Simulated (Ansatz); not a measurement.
# C2H5ClOSi: two geometries relaxed

Aim: relax the geometries before and after the rotation by 120° about the O1–Si2 bond, and see whether they are two minima and how far apart in energy. SMILES of the start: O[SiH]1CC1Cl.

All numbers below are computed with Ansatz 0.2.0 (RKS revPBE-D4/6-31G).

## Step 1: The system as given

Bond lengths: O1–Si2 1.586 Å, Si2–C3 1.868 Å, Si2–C4 1.890 Å, C3–C4 1.522 Å, C4–Cl5 1.735 Å, O1–H6 1.029 Å, Si2–H7 1.474 Å, C3–H8 1.059 Å, C3–H9 1.104 Å, C4–H10 1.012 Å. Angles (14 of 19 angles, heavy atoms first): O1–Si2–C3 109.3°, O1–Si2–C4 120.7°, C3–Si2–C4 47.8°, Si2–C3–C4 66.9°, Si2–C4–C3 65.4°, Si2–C4–Cl5 114.9°, C3–C4–Cl5 117.4°, O1–Si2–H7 116.9°, C3–Si2–H7 105.9°, C4–Si2–H7 121.9°, Si2–O1–H6 117.8°, Si2–C3–H8 117.2°, Si2–C3–H9 116.3°, C4–C3–H8 119.8°.

Structure file:

```xyz
10

O    -1.9640    0.0988   -0.5576
Si   -0.5305   -0.5654   -0.6923
C     0.4127   -0.3280    0.9022
C     1.0299    0.4149   -0.2739
Cl    0.8416    2.1388   -0.3179
H    -2.0084    1.1043   -0.3445
H    -0.4882   -2.0113   -0.9763
H    -0.0697    0.2141    1.6729
H     0.9665   -1.2057    1.2783
H     1.8933    0.0884   -0.6879
```

## Step 2: End point A

Contents of input.yaml:

```yaml
crystal:
  periodic: [false, false, false]
  atoms:
    - { symbol: O, position_ang: [-1.964, 0.0988, -0.5576] }
    - { symbol: Si, position_ang: [-0.5305, -0.5654, -0.6923] }
    - { symbol: C, position_ang: [0.4127, -0.328, 0.9022] }
    - { symbol: C, position_ang: [1.0299, 0.4149, -0.2739] }
    - { symbol: Cl, position_ang: [0.8416, 2.1388, -0.3179] }
    - { symbol: H, position_ang: [-2.0084, 1.1043, -0.3445] }
    - { symbol: H, position_ang: [-0.4882, -2.0113, -0.9763] }
    - { symbol: H, position_ang: [-0.0697, 0.2141, 1.6729] }
    - { symbol: H, position_ang: [0.9665, -1.2057, 1.2783] }
    - { symbol: H, position_ang: [1.8933, 0.0884, -0.6879] }
basis:
  gaussian: { orbitals: "6-31G" }
hamiltonian:
  xc: revpbe
  dispersion: d4
relax:
  f_tol: 0.015
  max_steps: 40
```

Command:

```sh
$ ansatz run input.yaml --threads 1 --pin off --max-ram 2048MiB --backend cpu --events-out ev --progress --plain --runs-dir out
```

Standard output:

```text
Warning: RAYON_NUM_THREADS=1 ignored (pool sized by the plan → 1); use --threads N
The last accepted step is kept in <dir> (removed where the run ends without a failure and the disk answers)
Engine: ansatz 0.2.0, x86_64-unknown-linux-gnu
Functional definition: revPBE
  parameter kappa = 1.245
  parameter beta = 0.06672455060314922
  exchange = pbe_x(kappa = kappa, mu = beta*pi^2/3)
  correlation = pbe_c(beta = beta)
836 factors; integrals over basis functions are off by at most 1.7e-4 eV
mean field evaluation 1: about -24580.8952 eV, gradient 7.2e1 eV
mean field evaluation 2: about -24556.5003 eV, gradient 1.2e2 eV
mean field evaluation 4: about -24592.2428 eV, gradient 8.8e0 eV
mean field evaluation 8: about -24592.4082 eV, gradient 1.4e-1 eV
mean field -24592.40828450 eV, -903.7543351224 hartree, gradient 6.8e-5 eV, S^2 0.000000; 0 other end points of the search recorded, 0 dependent functions left out
the calculation of the forces begins
reference -24592.40832397 eV, -903.7543365728 hartree; 28, 28 occupied and 35, 35 virtual orbitals, 836 factors
relax step   1: F+E_penalty+E_count = -24593.15515095 eV  Δ(F+E_penalty+E_count) = +0.000e0 eV  max|allowed force component| = 5.201e0 eV/Å  Δτ_max = 0.0000 Å  (24 SCF iters, accepted)
these checks for a lower state are left out or cut short: starts, cluster_reference, orbital_swaps, neighbouring_geometries, increment
836 factors; integrals over basis functions are off by at most 1.8e-4 eV
mean field evaluation 16: about -24593.1384 eV, gradient 8.4e0 eV
mean field -24593.48574751 eV, -903.7939311578 hartree, gradient 7.9e-6 eV, S^2 0.000000; 0 other end points of the search recorded, 0 dependent functions left out
the calculation of the forces begins
reference -24593.48578785 eV, -903.7939326401 hartree; 28, 28 occupied and 35, 35 virtual orbitals, 836 factors
relax step   2: F+E_penalty+E_count = -24594.20162022 eV  Δ(F+E_penalty+E_count) = -1.046e0 eV  max|allowed force component| = 1.961e0 eV/Å  Δτ_max = 0.1952 Å  (28 SCF iters, accepted)
these checks for a lower state are left out or cut short: starts, cluster_reference, orbital_swaps, neighbouring_geometries, increment
836 factors; integrals over basis functions are off by at most 1.8e-4 eV
mean field -24593.72125333 eV, -903.8025858369 hartree, gradient 2.5e-5 eV, S^2 0.000000; 0 other end points of the search recorded, 0 dependent functions left out
the calculation of the forces begins
reference -24593.72129441 eV, -903.8025873465 hartree; 28, 28 occupied and 35, 35 virtual orbitals, 836 factors
relax step   3: F+E_penalty+E_count = -24594.41590093 eV  Δ(F+E_penalty+E_count) = -2.143e-1 eV  max|allowed force component| = 6.843e-1 eV/Å  Δτ_max = 0.1954 Å  (28 SCF iters, accepted)
these checks for a lower state are left out or cut short: starts, cluster_reference, orbital_swaps, neighbouring_geometries, increment
836 factors; integrals over basis functions are off by at most 1.9e-4 eV
mean field evaluation 32: about -24593.6905 eV, gradient 2.1e-1 eV
mean field -24593.69076685 eV, -903.8014654793 hartree, gradient 1.9e-5 eV, S^2 0.000000; 0 other end points of the search recorded, 0 dependent functions left out
the calculation of the forces begins
reference -24593.69080783 eV, -903.8014669852 hartree; 28, 28 occupied and 35, 35 virtual orbitals, 836 factors
relax step   4: F+E_penalty+E_count = -24594.38001596 eV  Δ(F+E_penalty+E_count) = +3.588e-2 eV  max|allowed force component| = 1.208e0 eV/Å  Δτ_max = 0.1364 Å  (27 SCF iters, rejected (line search))
these checks for a lower state are left out or cut short: starts, cluster_reference, orbital_swaps, neighbouring_geometries, increment
836 factors; integrals over basis functions are off by at most 1.8e-4 eV
mean field -24593.76967516 eV, -903.8043653063 hartree, gradient 2.1e-5 eV, S^2 0.000000; 0 other end points of the search recorded, 0 dependent functions left out
the calculation of the forces begins
reference -24593.76971615 eV, -903.8043668126 hartree; 28, 28 occupied and 35, 35 virtual orbitals, 836 factors
relax step   5: F+E_penalty+E_count = -24594.46301062 eV  Δ(F+E_penalty+E_count) = -4.711e-2 eV  max|allowed force component| = 1.207e-1 eV/Å  Δτ_max = 0.0652 Å  (27 SCF iters, accepted)
these checks for a lower state are left out or cut short: starts, cluster_reference, orbital_swaps, neighbouring_geometries, increment
836 factors; integrals over basis functions are off by at most 1.8e-4 eV
mean field -24593.76975878 eV, -903.8043683792 hartree, gradient 1.8e-5 eV, S^2 0.000000; 0 other end points of the search recorded, 0 dependent functions left out
the calculation of the forces begins
reference -24593.76979974 eV, -903.8043698846 hartree; 28, 28 occupied and 35, 35 virtual orbitals, 836 factors
relax step   6: F+E_penalty+E_count = -24594.46492695 eV  Δ(F+E_penalty+E_count) = -1.916e-3 eV  max|allowed force component| = 3.264e-2 eV/Å  Δτ_max = 0.0199 Å  (28 SCF iters, accepted)
these checks for a lower state are left out or cut short: starts, cluster_reference, orbital_swaps, neighbouring_geometries, increment
836 factors; integrals over basis functions are off by at most 1.8e-4 eV
mean field -24593.76941984 eV, -903.8043559235 hartree, gradient 2.5e-5 eV, S^2 0.000000; 0 other end points of the search recorded, 0 dependent functions left out
the calculation of the forces begins
reference -24593.76946078 eV, -903.8043574280 hartree; 28, 28 occupied and 35, 35 virtual orbitals, 836 factors
relax step   7: F+E_penalty+E_count = -24594.46524879 eV  Δ(F+E_penalty+E_count) = -3.218e-4 eV  max|allowed force component| = 2.667e-2 eV/Å  Δτ_max = 0.0100 Å  (23 SCF iters, accepted)
these checks for a lower state are left out or cut short: starts, cluster_reference, orbital_swaps, neighbouring_geometries, increment
836 factors; integrals over basis functions are off by at most 1.8e-4 eV
mean field -24593.76919524 eV, -903.8043476695 hartree, gradient 8.9e-6 eV, S^2 0.000000; 0 other end points of the search recorded, 0 dependent functions left out
the calculation of the forces begins
reference -24593.76923618 eV, -903.8043491741 hartree; 28, 28 occupied and 35, 35 virtual orbitals, 836 factors
relax step   8: F+E_penalty+E_count = -24594.46531859 eV  Δ(F+E_penalty+E_count) = -6.980e-5 eV  max|allowed force component| = 6.149e-3 eV/Å  Δτ_max = 0.0056 Å  (22 SCF iters, accepted)
836 factors; integrals over basis functions are off by at most 1.8e-4 eV
mean field evaluation 64: about -24593.7692 eV, gradient 8.9e-6 eV
mean field -24593.76919524 eV, -903.8043476695 hartree, gradient 8.9e-6 eV, S^2 0.000000; 1 other end points of the search recorded, 0 dependent functions left out
the calculation of the forces begins
reference -24593.76923618 eV, -903.8043491741 hartree; 28, 28 occupied and 35, 35 virtual orbitals, 836 factors
Total energy: -24594.46535953 eV, -903.8299312354 hartree
Atom 0 at    -2.127311     0.130231    -0.705810 Å, force     0.000842     0.003989     0.000828 eV/Å
Atom 1 at    -0.600685    -0.680222    -0.499873 Å, force     0.004660    -0.002761     0.001563 eV/Å
Atom 2 at     0.518158    -0.378080     1.026491 Å, force    -0.003872     0.002553    -0.003573 eV/Å
Atom 3 at     0.996372     0.340949    -0.273492 Å, force     0.000083    -0.006149    -0.002777 eV/Å
Atom 4 at     0.838739     2.215452    -0.260801 Å, force    -0.004335     0.001253     0.002354 eV/Å
Atom 5 at    -2.148844     1.106658    -0.579088 Å, force    -0.002072     0.000903    -0.000093 eV/Å
Atom 6 at    -0.668644    -1.974769    -1.252610 Å, force     0.001042     0.000232    -0.000310 eV/Å
Atom 7 at     0.119115     0.269814     1.816000 Å, force     0.001664     0.002165     0.000682 eV/Å
Atom 8 at     1.183096    -1.157171     1.419912 Å, force     0.001117    -0.000546    -0.000447 eV/Å
Atom 9 at     1.973205     0.076037    -0.687729 Å, force     0.000870    -0.001638     0.001773 eV/Å
Dipole moment:     0.200390    -0.275941     0.132536 e Å
```

Wall time 27 s (1 thread of Intel Xeon Platinum 8375C at 2.90GHz (Ice Lake), shared host); peak memory 0.18 GiB.

The steps of the relaxation:

```csv
step,energy from step 1 (eV),largest force component (eV/Å)
1,0.0000,5.2008
2,-1.0465,1.9608
3,-1.2608,0.6843
4x,-1.2249,1.2083
5,-1.3079,0.1207
6,-1.3098,0.0326
7,-1.3101,0.0267
8,-1.3102,0.0061
```

Step 1 is the start. 1 step was tried and not accepted (marked x).

After: Bond lengths: O1–Si2 1.741 Å, Si2–C3 1.916 Å, Si2–C4 1.909 Å, C3–C4 1.561 Å, C4–Cl5 1.881 Å, O1–H6 0.985 Å, Si2–H7 1.499 Å, C3–H8 1.097 Å, C3–H9 1.097 Å, C4–H10 1.094 Å. Angles (14 of 19 angles, heavy atoms first): O1–Si2–C3 122.2°, O1–Si2–C4 119.9°, C3–Si2–C4 48.2°, Si2–C3–C4 65.7°, Si2–C4–C3 66.2°, Si2–C4–Cl5 117.6°, C3–C4–Cl5 115.3°, O1–Si2–H7 107.6°, C3–Si2–H7 124.2°, C4–Si2–H7 124.0°, Si2–O1–H6 117.7°, Si2–C3–H8 117.0°, Si2–C3–H9 121.8°, C4–C3–H8 116.0°.

## Step 3: Relaxing end B

The second end starts from a geometry with the move made by hand.

Contents of input.yaml:

```yaml
crystal:
  periodic: [false, false, false]
  atoms:
    - { symbol: O, position_ang: [-1.964, 0.0988, -0.5576] }
    - { symbol: Si, position_ang: [-0.5305, -0.5654, -0.6923] }
    - { symbol: C, position_ang: [0.39667, 0.24549, -2.0963] }
    - { symbol: C, position_ang: [0.07692, -1.2192, -2.35798] }
    - { symbol: Cl, position_ang: [-1.17675, -1.57111, -3.50414] }
    - { symbol: H, position_ang: [-2.0084, 1.1043, -0.3445] }
    - { symbol: H, position_ang: [0.35761, -0.48144, 0.48128] }
    - { symbol: H, position_ang: [-0.11056, 1.00021, -2.63823] }
    - { symbol: H, position_ang: [1.45497, 0.49403, -1.90465] }
    - { symbol: H, position_ang: [0.81072, -1.91505, -2.32993] }
basis:
  gaussian: { orbitals: "6-31G" }
hamiltonian:
  xc: revpbe
  dispersion: d4
relax:
  f_tol: 0.015
  max_steps: 40
```

Command:

```sh
$ ansatz run input.yaml --threads 1 --pin off --max-ram 2048MiB --backend cpu --events-out ev --progress --plain --runs-dir out
```

Standard output, cut to the lines that bear on the results:

```text
Warning: RAYON_NUM_THREADS=1 ignored (pool sized by the plan → 1); use --threads N
[...]
[... 1 set-up line as earlier in the session ...]
[...]
834 factors; integrals over basis functions are off by at most 1.7e-4 eV
[...]
mean field -24592.35862490 eV, -903.7525101656 hartree, gradient 2.6e-5 eV, S^2 0.000000; 0 other end points of the search recorded, 0 dependent functions left out
[...]
reference -24592.35866474 eV, -903.7525116297 hartree; 28, 28 occupied and 35, 35 virtual orbitals, 834 factors
relax step   1: F+E_penalty+E_count = -24593.09858765 eV  Δ(F+E_penalty+E_count) = +0.000e0 eV  max|allowed force component| = 5.447e0 eV/Å  Δτ_max = 0.0000 Å  (26 SCF iters, accepted)
[...]
relax step   4: F+E_penalty+E_count = -24594.36694008 eV  Δ(F+E_penalty+E_count) = -3.841e-2 eV  max|allowed force component| = 1.877e-1 eV/Å  Δτ_max = 0.0662 Å  (27 SCF iters, accepted)
[...]
relax step  10: F+E_penalty+E_count = -24594.38440292 eV  Δ(F+E_penalty+E_count) = -6.121e-3 eV  max|allowed force component| = 7.289e-2 eV/Å  Δτ_max = 0.0362 Å  (29 SCF iters, accepted)
[...]
relax step  13: F+E_penalty+E_count = -24594.40175803 eV  Δ(F+E_penalty+E_count) = -9.515e-3 eV  max|allowed force component| = 2.332e-1 eV/Å  Δτ_max = 0.0732 Å  (28 SCF iters, accepted)
[...]
relax step  14: F+E_penalty+E_count = -24594.41099938 eV  Δ(F+E_penalty+E_count) = -9.241e-3 eV  max|allowed force component| = 2.514e-1 eV/Å  Δτ_max = 0.0750 Å  (28 SCF iters, accepted)
[...]
relax step  15: F+E_penalty+E_count = -24594.41769844 eV  Δ(F+E_penalty+E_count) = -6.699e-3 eV  max|allowed force component| = 5.774e-1 eV/Å  Δτ_max = 0.1098 Å  (29 SCF iters, accepted)
[...]
834 factors; integrals over basis functions are off by at most 1.7e-4 eV
mean field -24593.74693569 eV, -903.8035296463 hartree, gradient 1.5e-5 eV, S^2 0.000000; 0 other end points of the search recorded, 0 dependent functions left out
[...]
reference -24593.74697670 eV, -903.8035311534 hartree; 28, 28 occupied and 35, 35 virtual orbitals, 834 factors
```

## Step 4: The log goes on: end point B relaxed

Output, continued, cut to the lines that bear on the results:

```text
relax step  16: F+E_penalty+E_count = -24594.43455495 eV  Δ(F+E_penalty+E_count) = -1.686e-2 eV  max|allowed force component| = 2.565e-1 eV/Å  Δτ_max = 0.1679 Å  (29 SCF iters, accepted)
[...]
relax step  18: F+E_penalty+E_count = -24594.44703047 eV  Δ(F+E_penalty+E_count) = -1.248e-2 eV  max|allowed force component| = 3.987e-1 eV/Å  Δτ_max = 0.0903 Å  (28 SCF iters, accepted)
[...]
relax step  20: F+E_penalty+E_count = -24594.45992640 eV  Δ(F+E_penalty+E_count) = -5.780e-3 eV  max|allowed force component| = 2.325e-1 eV/Å  Δτ_max = 0.1163 Å  (27 SCF iters, accepted)
[...]
relax step  22: F+E_penalty+E_count = -24594.46483183 eV  Δ(F+E_penalty+E_count) = -1.058e-3 eV  max|allowed force component| = 3.369e-2 eV/Å  Δτ_max = 0.0348 Å  (27 SCF iters, accepted)
[...]
Atom 0 at    -1.901266     0.337314    -0.170484 Å, force    -0.012890     0.003428     0.003827 eV/Å
Atom 1 at    -0.308108    -0.245150    -0.557876 Å, force     0.014701    -0.001650     0.000059 eV/Å
Atom 2 at     0.629247     0.315207    -2.132553 Å, force    -0.001871     0.001964    -0.003537 eV/Å
Atom 3 at     0.006236    -1.112416    -2.229027 Å, force     0.005822    -0.003345     0.000742 eV/Å
Atom 4 at    -1.449212    -1.274241    -3.410274 Å, force    -0.000106    -0.000155     0.000326 eV/Å
Atom 5 at    -2.584276     0.312235    -0.879446 Å, force    -0.002576     0.001036    -0.002073 eV/Å
Atom 6 at     0.359037    -0.632989     0.727452 Å, force    -0.000030     0.000479    -0.003546 eV/Å
Atom 7 at     0.155610     1.088890    -2.748550 Å, force    -0.000105     0.003150     0.004470 eV/Å
Atom 8 at     1.724888     0.366753    -2.164748 Å, force    -0.000951    -0.002206     0.000088 eV/Å
Atom 9 at     0.674524    -1.964971    -2.378844 Å, force    -0.001995    -0.002702    -0.000355 eV/Å
Dipole moment:     0.364898     0.031356     0.010053 e Å
```

Wall time 83 s (1 thread of Intel Xeon Platinum 8375C at 2.90GHz (Ice Lake), shared host); peak memory 0.18 GiB.

Step by step:

```csv
step,energy from step 1 (eV),largest force component (eV/Å)
1,0.0000,5.4467
2,-0.9967,2.4721
3,-1.2299,0.6073
4,-1.2684,0.1877
5,-1.2716,0.3755
6,-1.2776,0.0671
7,-1.2797,0.4528
8,-1.2797,0.4840
9x,-1.2796,0.1898
10,-1.2858,0.0729
11,-1.2937,0.3089
12x,-1.2748,1.2154
13,-1.3032,0.2332
14,-1.3124,0.2514
15,-1.3191,0.5774
16,-1.3360,0.2565
17x,-1.2353,1.0395
18,-1.3484,0.3987
19,-1.3556,0.2523
20,-1.3613,0.2325
21,-1.3652,0.1057
22,-1.3662,0.0337
23x,-1.3661,0.1152
24,-1.3666,0.0248
25,-1.3667,0.0349
26,-1.3668,0.0147
```

Step 1 is the start. 4 steps were tried and not accepted (marked x).

After: Bond lengths: O1–Si2 1.740 Å, Si2–C3 1.916 Å, Si2–C4 1.909 Å, C3–C4 1.561 Å, C4–Cl5 1.881 Å, O1–H6 0.985 Å, Si2–H7 1.499 Å, C3–H8 1.097 Å, C3–H9 1.097 Å, C4–H10 1.094 Å. Angles (14 of 19 angles, heavy atoms first): O1–Si2–C3 122.2°, O1–Si2–C4 119.9°, C3–Si2–C4 48.2°, Si2–C3–C4 65.7°, Si2–C4–C3 66.2°, Si2–C4–Cl5 117.5°, C3–C4–Cl5 115.2°, O1–Si2–H7 107.6°, C3–Si2–H7 124.2°, C4–Si2–H7 124.0°, Si2–O1–H6 117.8°, Si2–C3–H8 117.2°, Si2–C3–H9 121.8°, C4–C3–H8 116.0°.

## Step 5: Results

| quantity | value |
| --- | --- |
| end A | 6 moves, 1.310 eV lower |
| end B | 21 moves, 1.367 eV lower |
| largest difference between the ends | 0.01 Å |
| end B relative to end A | -0.000 eV |

What this shows: Both starts fell into the same minimum (no atom differs by more than 0.01 Å), so from this start no second minimum was found and no band was run; another arrangement could still be one. In so small a basis the energies are only a sketch.
